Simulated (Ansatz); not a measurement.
Wanted: the native input for an Ansatz 0.2.0 run.

| Item | Value |
| --- | --- |
| Task | single point |
| Functional | PBEsol |
| Potentials or basis | Ansatz PAW |
| Cutoff | 420 eV (not typed: the program's choice for these potentials) |
| k mesh | 10 × 10 × 10 |
| Occupations | fermi-dirac, width 0.05 eV |
| Spin | no spin polarisation |

The system is Ti4Ru.

```xyz
5
Lattice="0.0000 2.3727 11.0539 1.5568 0.0000 11.0539 1.5568 2.3727 0.0000" Properties=species:S:1:pos:R:3 pbc="T T T"
Ru    0.0000    0.0000    0.0000
Ti    1.5568    2.3727   13.0521
Ti    1.5568    2.3727    4.3536
Ti    1.5568    2.3727   17.7543
Ti    1.5568    2.3727    9.0557
```

The cell comes from a database or a generator and needn't be the stable form of this composition.

One way to write it, as run:

input.yaml

```yaml
crystal:
  lattice:
    - [0.0, 2.372711, 11.053935]
    - [1.556774, 0.0, 11.053935]
    - [1.556774, 2.372711, 0.0]
  atoms:
    - { symbol: Ru, position: [0.0, 0.0, 0.0] }
    - { symbol: Ti, position: [0.590384, 0.590384, 0.409616] }
    - { symbol: Ti, position: [0.196926, 0.196926, 0.803074] }
    - { symbol: Ti, position: [0.803074, 0.803074, 0.196926] }
    - { symbol: Ti, position: [0.409616, 0.409616, 0.590384] }
hamiltonian:
  xc: pbesol
  pseudopotentials: { kind: paw }
kpoints:
  mp_grid: { grid: [10, 10, 10] }
scf:
  occupations: { method: fermi_dirac, width: 0.05 }
output:
  forces: true
  stress: true
  eigenvalues: true
  write_density: true
  write_potential: true
  elf: true
  volumetric_format: npy
```

Potentials or basis: Ansatz PAW.

The run is started by

```console
$ ansatz run input.yaml --threads 2 --pin off --max-ram 5632MiB --backend cpu --events-out ev --progress --plain --runs-dir out
```

It gave:

```
Pressure               : -5.3 GPa
Largest force          : 0.259 eV/Å
Band gap on the k mesh : none (metal or under the smearing width)
```

Caveat: the PAW data sets come from PBE, with cores solved anew for the run's functional, which leaves a small shift of forces and pressure.

Run time: 26 s on 2 threads of Arm Neoverse V1, with other jobs on the host, peak memory 0.64 GiB.
